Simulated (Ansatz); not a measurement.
# CsRb: the cost of one run

Method: DFT LDA, scalar-relativistic, plane waves, PAW, in Ansatz 0.2.0.

1 further run of the same task is left out (it didn't finish).

### Step 1. The starting structure

The structure is orthorhombic, space group Cmmm (No. 65). The conventional cell has a = 6.076 Å, b = 8.506 Å, c = 8.390 Å, α = 90.00°, β = 90.00°, γ = 90.00°.

As a file:

```cif
data_structure
_symmetry_space_group_name_H-M 'Cmmm'
_symmetry_Int_Tables_number 65
_cell_length_a 6.0757
_cell_length_b 8.5063
_cell_length_c 8.3899
_cell_angle_alpha 90.000
_cell_angle_beta 90.000
_cell_angle_gamma 90.000
_cell_volume 433.61
loop_
_atom_site_label
_atom_site_type_symbol
_atom_site_symmetry_multiplicity
_atom_site_Wyckoff_symbol
_atom_site_fract_x
_atom_site_fract_y
_atom_site_fract_z
_atom_site_occupancy
Cs1 Cs 2 a 0.00000 0.00000 0.00000 1
Rb1 Rb 2 c 0.50000 0.00000 0.50000 1
```

Source of the structure: the Materials Project (structure only).

### Step 2. Quick check of gap, pressure and forces

input.yaml reads:

```yaml
crystal:
  lattice:
    - [3.03786378, -4.25315263, 0.0]
    - [3.03786378, 4.25315263, 0.0]
    - [0.0, 0.0, 8.38994002]
  atoms:
    - { symbol: Cs, position: [0.0, 0.0, 0.0] }
    - { symbol: Rb, position: [0.5, 0.5, 0.5] }
basis:
  ecutwfc: 420
kpoints:
  mp_grid: { grid: [4, 4, 2] }
hamiltonian:
  xc: lda
scf:
  occupations: { method: gaussian, width: 0.1 }
output:
  forces: true
  stress: true
  eigenvalues: true
```

Command:

```console
$ ansatz run input.yaml --threads 1 --pin off --max-ram 1228MiB --backend cpu --events-out ev --progress --plain --runs-dir out
```

What time and memory should one allow on 1 thread of an x86-64 CPU, shared host?

About 1.6 s, with a peak of 0.48 GiB.
